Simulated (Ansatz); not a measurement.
**C2H8AlNSi: basis-set convergence**

Aim: see how fast density functionals converge with the basis set for C2H8AlNSi.

Computed with Ansatz 0.2.0, Gaussian basis. Level: one geometry, several basis sets.

Levels to be run: PBE0-D4/def2-SVP; ωB97M-V/def2-SVP; PBE0-D4/def2-QZVPP; ωB97M-V/def2-QZVPP; the functionals' def2-TZVPP values are taken from earlier runs.

## (1) The geometry

An earlier PBE0-D4 in a triple-zeta def2 set relaxation fixed the geometry.

13 atoms, charge 0, spin multiplicity 1.

Atoms are counted from 1 here; the program's logs count them from 0.

Bond lengths: Al1–C2 1.957 Å, Al1–N3 1.982 Å, Al1–H6 1.590 Å, Al1–H7 1.590 Å, C2–N3 1.506 Å, C2–H8 1.088 Å, C2–H9 1.089 Å, N3–C4 1.493 Å, N3–Si5 1.744 Å, C4–Si5 1.830 Å, C4–H10 1.089 Å, C4–H11 1.086 Å, Si5–H12 1.477 Å, Si5–H13 1.475 Å. Angles: C2–Al1–N3 44.9°, C2–Al1–H6 117.3°, C2–Al1–H7 120.0°, N3–Al1–H6 111.3°, N3–Al1–H7 111.1°, H6–Al1–H7 122.5°, Al1–C2–N3 68.4°, Al1–C2–H8 127.0°, Al1–C2–H9 118.3°, N3–C2–H8 112.2°, N3–C2–H9 109.6°, H8–C2–H9 111.1°, Al1–N3–C2 66.6°, Al1–N3–C4 136.9°, Al1–N3–Si5 140.5°, C2–N3–C4 123.5°, C2–N3–Si5 132.3°, C4–N3–Si5 68.3° and more.

Coordinates:

```csv
atom,x (Å),y (Å),z (Å)
Al1,-1.0433,1.3693,-0.9563
C2,-1.4022,0.0178,0.4123
N3,0.0402,-0.0008,-0.0197
C4,1.1855,-0.0166,0.9371
Si5,1.1464,-1.3055,-0.3615
H6,-0.6779,2.8344,-0.4580
H7,-1.2151,1.0079,-2.4954
H8,-1.8872,-0.9455,0.2695
H9,-1.4677,0.3397,1.4510
H10,0.9103,-0.3155,1.9472
H11,1.8223,0.8618,0.8983
H12,0.7027,-2.6633,0.0126
H13,1.9063,-1.2184,-1.6223
```

## (2) PBE0-D4 in def2-SVP

The input, in.yaml:

```yaml
crystal:
  periodic: [false, false, false]
  atoms:
    - {symbol: Al, position_ang: [-1.043315, 1.369318, -0.956290]}
    - {symbol: C, position_ang: [-1.402152, 0.017845, 0.412259]}
    - {symbol: N, position_ang: [0.040161, -0.000816, -0.019739]}
    - {symbol: C, position_ang: [1.185539, -0.016643, 0.937073]}
    - {symbol: Si, position_ang: [1.146396, -1.305550, -0.361540]}
    - {symbol: H, position_ang: [-0.677866, 2.834429, -0.457983]}
    - {symbol: H, position_ang: [-1.215072, 1.007884, -2.495447]}
    - {symbol: H, position_ang: [-1.887180, -0.945535, 0.269522]}
    - {symbol: H, position_ang: [-1.467739, 0.339732, 1.451039]}
    - {symbol: H, position_ang: [0.910350, -0.315493, 1.947210]}
    - {symbol: H, position_ang: [1.822287, 0.861777, 0.898347]}
    - {symbol: H, position_ang: [0.702651, -2.663316, 0.012550]}
    - {symbol: H, position_ang: [1.906342, -1.218434, -1.622302]}
basis:
  gaussian: {orbitals: def2-SVP}
hamiltonian: {xc: pbe0, dispersion: d4}
output: {orbitals: {seedname: orbitals}}
```

Further steps of the session: ωB97M-V in def2-SVP; PBE0-D4 in def2-QZVPP; ωB97M-V in def2-QZVPP.

Q: Predict the results of all the runs planned. Wanted: PBE0-D4: double and triple zeta above quadruple; ωB97M-V: double and triple zeta above quadruple.

**Answer**, as computed:

```
                                       quantity           value
PBE0-D4: double and triple zeta above quadruple   9.89, 0.70 eV
ωB97M-V: double and triple zeta above quadruple  10.05, 0.66 eV
```

In words: For PBE0-D4 the step from double to triple zeta gains 9.19 eV and the next only 0.70 eV. Total energies overstate the basis error of differences, where much of it tends to cancel. The LUMO of ωB97M-V is positive and keeps falling with the basis (1.38 to 0.63 eV): an unbound level that the basis holds in place.
